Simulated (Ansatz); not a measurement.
A run of Ansatz 0.2.0 is set up as follows.

File input.yaml:

```yaml
crystal:
  lattice:
    - [3.0850655424, 0.0, 0.0]
    - [-1.5425327712, 2.6717451321, 0.0]
    - [0.0, 0.0, 10.340136]
  atoms:
    - { symbol: Ta, position: [0.3333333333, 0.6666666667, 0.245631] }
    - { symbol: Ta, position: [0.6666666667, 0.3333333333, 0.754369] }
    - { symbol: Sc, position: [0.0, 0.0, 0.0] }
    - { symbol: Sc, position: [0.0, 0.0, 0.5] }
    - { symbol: "N", position: [0.3333333333, 0.6666666667, 0.629841] }
    - { symbol: "N", position: [0.6666666667, 0.3333333333, 0.370159] }
hamiltonian:
  xc: pbe
  pseudopotentials: { kind: paw }
kpoints:
  mp_grid: { grid: [10, 10, 3] }
  band_path:
    path:
      - [[0.0, 0.0, 0.0], [0.5, 0.0, 0.0], [0.3333333333, 0.3333333333, 0.0], [0.0, 0.0, 0.0], [0.0, 0.0, 0.5], [0.5, 0.0, 0.5], [0.3333333333, 0.3333333333, 0.5], [0.0, 0.0, 0.5]]
      - [[0.5, 0.0, 0.5], [0.5, 0.0, 0.0]]
      - [[0.3333333333, 0.3333333333, 0.0], [0.3333333333, 0.3333333333, 0.5]]
    npoints: 14
scf:
  occupations: { method: fermi_dirac, width: 0.05 }
  n_extra_bands: 15
output:
  forces: true
  stress: true
  eigenvalues: true
  fatbands: false
  write_density: true
  write_potential: true
  elf: true
  volumetric_format: npy
```

Potentials or basis: Ansatz PAW.

Run with:

```bash
$ ansatz run input.yaml --threads 2 --pin off --max-ram 5632MiB --backend cpu --events-out ev --progress --plain --runs-dir out
```

Question: Estimate the pressure.

Answer: -0.5 GPa.

Question: What does it give for the band gap on the k mesh?

Answer: None (metal or under the smearing width).

Levels at the corners of the path, in eV from the Fermi level:
```csv
point,band 26,band 27,band 28,band 29,band 30,band 31,band 32,band 33
Γ,-1.34,-1.27,0.59,0.59,0.72,0.81,1.41,1.41
M,-1.79,-1.18,-0.86,-0.42,0.42,0.50,2.02,2.33
K,-1.37,-1.37,-0.87,-0.19,-0.19,2.06,2.12,2.12
Γ,-1.34,-1.27,0.59,0.59,0.72,0.81,1.41,1.41
A,-2.07,-0.30,-0.11,0.66,0.66,1.18,1.18,1.32
L,-2.10,-1.13,-0.63,-0.62,0.42,0.76,2.07,2.23
H,-1.37,-1.37,-0.93,-0.19,-0.19,2.14,2.14,2.39
A,-2.07,-0.30,-0.11,0.66,0.66,1.18,1.18,1.32
L,-2.10,-1.13,-0.63,-0.62,0.42,0.76,2.07,2.23
M,-1.79,-1.18,-0.86,-0.42,0.42,0.50,2.02,2.33
K,-1.37,-1.37,-0.87,-0.19,-0.19,2.06,2.12,2.12
H,-1.37,-1.37,-0.93,-0.19,-0.19,2.14,2.14,2.39
```

Caveat: spin-orbit coupling is left out, which moves the levels of the heavy elements.
